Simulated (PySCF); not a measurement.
# Au2F2: other functionals and bases at one geometry

An exercise on one series of results from a longer session: the logs are not shown, and one member is left open.

Program: PySCF 2.14.0. Level of theory: several levels, as the steps say, no spin–orbit coupling. These are calculated values, not measurements.

2 further runs of the same task are left out: 1 for a known fault of the program, 1 that didn't finish. Runs told in other sessions of the task aren't counted.

### The system as given

4 atoms, charge 0, spin multiplicity 1.

Bond lengths: Au1–F3 2.206 Å, Au1–F4 2.206 Å, Au2–F3 2.206 Å, Au2–F4 2.206 Å. Angles: F3–Au1–F4 93.2°, F3–Au2–F4 93.2°, Au1–F3–Au2 86.8°, Au1–F4–Au2 86.8°.

As a file:

```
Au    0.0000    0.0000    1.5151
Au    0.0000    0.0000   -1.5151
F     1.6034    0.0000    0.0000
F    -1.6034    0.0000    0.0000
```

Formal oxidation states: Au +1. An earlier session relaxed this geometry at r2SCAN, Au def2-SVP with ECP60, F def2-SVP (singlet, point group D2h).

At r2SCAN on the finer grid: E = -470.947161 Eh, HOMO -5.93 eV, LUMO -4.63 eV, Mulliken charge on Au1 +0.41 e, largest force component 0.125 eV/Å. 

Levels to run: revPBE; CAM-B3LYP; PBE; HF; r2SCAN, TZVP; r2SCAN, x2c-SVP. Hardware: 2 threads of Arm Neoverse V2, shared host.

The first run:

Contents of run.py (the lines that set the calculation):

```python
mol = gto.M(atom='''
Au     0.00000     0.00000     1.51513
Au     0.00000     0.00000    -1.51513
F      1.60335     0.00000     0.00000
F     -1.60335     0.00000     0.00000''',
    basis={'Au': 'def2-SVP', 'F': 'def2-SVP'},
    ecp={'Au': 'def2-SVP'},
    charge=0, spin=0)
mf = dft.RKS(mol, xc='PBE_R,PBE')
mf.grids.atom_grid = (75, 302)
mf = mf.density_fit()  # fitting sets: Au def2-universal-JKFIT, F def2-universal-JKFIT
mf.conv_tol = 1e-08; mf.max_cycle = 55
mf.kernel(dm0)  # dm0: the density of the relaxed state
```

On the command line:

```console
$ OMP_NUM_THREADS=2 python run.py
```

Steps of the session up to this table: revPBE; CAM-B3LYP; PBE; HF; r2SCAN, TZVP; r2SCAN, x2c-SVP.

One table of the session follows, with a row left open; its other results are not shown here.

```
                level  HOMO (eV)  gap (eV)  charge on Au1 (e)  largest force component (eV/Å)
r2SCAN (relaxed here)      -5.93      1.30               0.41                            0.13
               revPBE      -5.68      0.98               0.35                            0.70
            CAM-B3LYP      -8.51      5.74               0.45                            0.08
                  PBE          ?         ?                  ?                               ?
                   HF     -10.73     10.52               0.66                            0.91
         r2SCAN, TZVP      -6.12      1.36               0.55                            0.19
      r2SCAN, x2c-SVP      -6.10      1.34               0.35                            0.18
```

**Question.** Estimate the row for PBE.

**Answer.** HOMO (eV): -5.78; gap (eV): 0.95; charge on Au1 (e): 0.34; largest force component (eV/Å): 0.42. In the column «HOMO (eV)» it lies between r2SCAN (relaxed here) (-5.93) and revPBE (-5.68).

In one basis the HOMO–LUMO gap runs from 0.95 eV (PBE) to 10.52 eV (HF). The largest leftover force, 0.91 eV/Å with HF, stands at a geometry relaxed at another level. Total energies of different levels can't be compared.
